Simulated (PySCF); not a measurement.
# PdS₂⁻: structure of the doublet

The task is one start of a wider search on PdS₂⁻: the doublet, from a PBE minimum start. It is relaxed, tested by its Hessian and followed downhill if it is a saddle.

The runs use PySCF 2.14.0; PBE, basis Pd def2-SVPD with ECP28, S def2-SVPD, scalar-relativistic core potentials, no spin–orbit coupling, density fitting.

**1. The system as given**

3 atoms, charge -1, spin multiplicity 2.

Bond lengths: Pd1–S2 2.157 Å, Pd1–S3 2.157 Å. Angles: S2–Pd1–S3 141.8°.

```xyz
3
charge -1 multiplicity 2
Pd    0.1507    0.2127    0.0000
S    -0.2574   -0.3634    2.0377
S    -0.2574   -0.3634   -2.0377
```

**2. Finding the electronic state**

One driver script runs all steps and calls PySCF; scf.py shows how it sets up the SCF of each step. The optimiser is the driver's own. After this first run the driver tries any further starts and a stability analysis.

scf.py reads:

```python
from pyscf import gto, scf, dft
mol = gto.M(atom='''
Pd     0.150676     0.212742    -0.000000
S     -0.257382    -0.363403     2.037747
S     -0.257382    -0.363403    -2.037747''',
    basis={'Pd': 'def2-SVPD', 'S': 'def2-SVPD'},
    ecp={'Pd': 'def2-SVPD'},
    charge=-1, spin=1)
mf = dft.UKS(mol, xc='PBE')
mf.grids.atom_grid = (50, 194)
aux = {'Pd': 'def2-universal-JKFIT', 'S': 'def2-universal-JKFIT'}
mf = mf.density_fit(auxbasis=aux)
mf.conv_tol = 1e-08
mf.diis_space = 10
mf.max_cycle = 60
mf.init_guess = 'minao'
mf.verbose = 4
mf.kernel()
```

On the command line:

```bash
$ OMP_NUM_THREADS=2 python axn.py task.json out
```

Standard output:

```text
init E= -912.995604703679
[... the frontier-level lines of each cycle are left out ...]
cycle= 1 E= -921.978964691057  delta_E= -8.98  |g|= 1.65  |ddm|= 3.63
cycle= 2 E= -899.080995056858  delta_E= 22.9  |g|= 4.32  |ddm|= 99.1
cycle= 3 E= -923.492892018019  delta_E= -24.4  |g|= 0.671  |ddm|= 99.1
cycle= 4 E= -923.578858359848  delta_E= -0.086  |g|= 0.587  |ddm|= 1.56
cycle= 5 E= -923.787575098543  delta_E= -0.209  |g|= 0.162  |ddm|= 0.85
cycle= 6 E= -923.802978985625  delta_E= -0.0154  |g|= 0.0298  |ddm|= 0.257
cycle= 7 E= -923.802983016876  delta_E= -4.03e-06  |g|= 0.034  |ddm|= 0.0602
cycle= 8 E= -923.803324329099  delta_E= -0.000341  |g|= 0.0209  |ddm|= 0.0182
cycle= 9 E= -923.803555012647  delta_E= -0.000231  |g|= 0.00348  |ddm|= 0.0191
cycle= 10 E= -923.803560264578  delta_E= -5.25e-06  |g|= 0.00142  |ddm|= 0.00365
cycle= 11 E= -923.803561292174  delta_E= -1.03e-06  |g|= 8.3e-05  |ddm|= 0.00147
cycle= 12 E= -923.803561272436  delta_E= 1.97e-08  |g|= 0.000179  |ddm|= 0.000314
cycle= 13 E= -923.803561297683  delta_E= -2.52e-08  |g|= 3.4e-05  |ddm|= 0.000274
cycle= 14 E= -923.803561298597  delta_E= -9.14e-10  |g|= 3.16e-06  |ddm|= 5.26e-05
Extra cycle  E= -923.803561298589  delta_E= 8.41e-12  |g|= 7.42e-06  |ddm|= 1.94e-05
converged SCF energy = -923.803561298589  <S^2> = 0.75246888  2S+1 = 2.0024674
```

This step, with its further starts and checks, ran for 21 s (2 threads of Arm Neoverse N1, shared host).

The starts that the driver tried:

| start | energy (Eh) |
| --- | --- |
| the minimal-basis guess | -923.803561 |
| a thermally smeared density | -923.803561 |
| a smeared PBE density | -923.803561 |

No lower solution of this spin turned up from the other starts or in the test of internal stability.

**3. Relaxing the doublet from the PBE minimum start**

The program finds C2v symmetry in the start, which this walk keeps. The walk stops when the largest gradient is under 0.0003 Eh/bohr and the energy has settled too.

Changes to scf.py since step 2:

```diff
@@ -3,3 +3,3 @@
-Pd     0.150676     0.212742    -0.000000
-S     -0.257382    -0.363403     2.037747
-S     -0.257382    -0.363403    -2.037747''',
+Pd     0.153625     0.216907    -0.000000
+S     -0.254433    -0.359238     2.037747
+S     -0.254433    -0.359238    -2.037747''',
@@ -16 +15,0 @@
-mf.init_guess = 'minao'
```

Energy and gradient, step by step:

| step | energy (Eh) | change (kJ/mol) | largest symmetric gradient (Eh/bohr) |
| --- | --- | --- | --- |
| 0 | -923.803561 | 0.00 | 0.00020 |

The walk took 5.8 s.

Positions (Å) and forces (eV/Å) along the way:

```
step 0
Pd   0.154   0.217   0.000   0.021   0.001   0.000
S   -0.254  -0.359   2.038  -0.010  -0.001   0.002
S   -0.254  -0.359  -2.038  -0.010  -0.001  -0.002
```

End point (C2v, 0 steps, 0.0 kJ/mol gained): Pd–S 2.157 Å (×2); S–Pd–S 141.8°.

**4. Frequencies**

On the finer grid the gradient is checked again; gradients at displacements of ±0.02 bohr then give force constants and infrared intensities.

Changes to scf.py since step 3:

```diff
@@ -3 +3 @@
-Pd     0.153625     0.216907    -0.000000
+Pd     0.153625     0.216907     0.000000
@@ -10 +10 @@
-mf.grids.atom_grid = (50, 194)
+mf.grids.atom_grid = (75, 302)
@@ -13 +13 @@
-mf.conv_tol = 1e-08
+mf.conv_tol = 1e-10
```

The driver hands on the density of the step before, so the log starts near convergence.

Log of the central SCF (cycles and frontier levels):

```text
init E= -923.803586071273
[... the frontier-level lines of each cycle are left out ...]
cycle= 1 E= -923.803586060394  delta_E= 1.09e-08  |g|= 0.000114  |ddm|= 0.000172
cycle= 2 E= -923.80358495117  delta_E= 1.11e-06  |g|= 0.00115  |ddm|= 0.00173
cycle= 3 E= -923.803586071216  delta_E= -1.12e-06  |g|= 1.81e-05  |ddm|= 0.00157
cycle= 4 E= -923.803586071378  delta_E= -1.62e-10  |g|= 2.28e-06  |ddm|= 1.77e-05
cycle= 5 E= -923.803586071381  delta_E= -2.73e-12  |g|= 1.91e-07  |ddm|= 3.07e-06
Extra cycle  E= -923.803586071379  delta_E= 1.36e-12  |g|= 1.41e-06  |ddm|= 2.23e-06
converged SCF energy = -923.803586071379  <S^2> = 0.75246836  2S+1 = 2.0024668
```

The whole step took 37 s.

Geometry: C2v; Pd–S 2.157 Å (×2); S–Pd–S 141.8°.

Harmonic modes (main isotopes):

```
symmetry  ω (cm⁻¹)  IR (km/mol)
      a1        62          4.2
      a1       394          5.7
      b2       443         63.6
```

All wavenumbers are real: a minimum.

Constants and moments:

| Property | Result |
| --- | --- |
| Dipole moment about the centre of mass | 1.51 D |
| Highest occupied level | -0.65 eV |
| Lowest empty level | -0.28 eV |
| Rotational constants | 0.8482, 0.06349, 0.05907 cm⁻¹ |
| Zero-point energy | 5.4 kJ/mol |
| Principal polarisabilities | 77.5, 88.1, 198.7 bohr³ |
| Principal traceless quadrupole moments about the centre of mass | -15.95, 7.52, 8.43 D Å |
| Entropy at 298.15 K and 1 bar (electronic part: spin only) | 306.5 J/(mol K) |
| Heat capacity Cp at 298.15 K | 53.5 J/(mol K) |
| Enthalpy at 298.15 K above 0 K | 13.58 kJ/mol |
| Rotational symmetry number | 2 |
| Spin squared ⟨S²⟩ | 0.752 |

Populations by atom (charges in e):

```json
{"atom": "Pd1", "Mulliken": "0.15", "Löwdin": "-0.49", "polar tensor": "0.25", "spin (Mulliken)": "0.25", "Mayer order to Pd1": "–"}
{"atom": "S2,3", "Mulliken": "-0.57", "Löwdin": "-0.26", "polar tensor": "-0.62", "spin (Mulliken)": "0.38", "Mayer order to Pd1": "1.24"}
```

Mulliken populations on Pd1 (outside its core potential): s 2.86, p 6.16, d 8.83, f 0.00.

**5. Summary of results**

| quantity | value |
| --- | --- |
| minimum | doublet, C2v |
| geometry | Pd–S 2.157 Å (×2); S–Pd–S 141.8° |
| wavenumbers (cm⁻¹) | 62 (a1), 394 (a1), 443 (b2) |
| dipole moment (centre of mass) | 1.51 D |
| highest occupied, lowest empty level (either spin) | -0.65, -0.28 eV |
| polar-tensor charge of Pd1 | +0.25 e |
| zero-point energy | 5.4 kJ/mol |
| entropy at 298.15 K | 306.5 J/(mol K) |
| ⟨S²⟩ | 0.752 |

In words: The molecule stays C2v, as typed, and the end point is a minimum. The strongest infrared band lies at 443 cm⁻¹ (b2, stretch). Other starts or spin states, not run here, may lie lower. Open d and f shells are described by one determinant, and the ground state may have another occupation or spin.

The search up to here took 64 s.
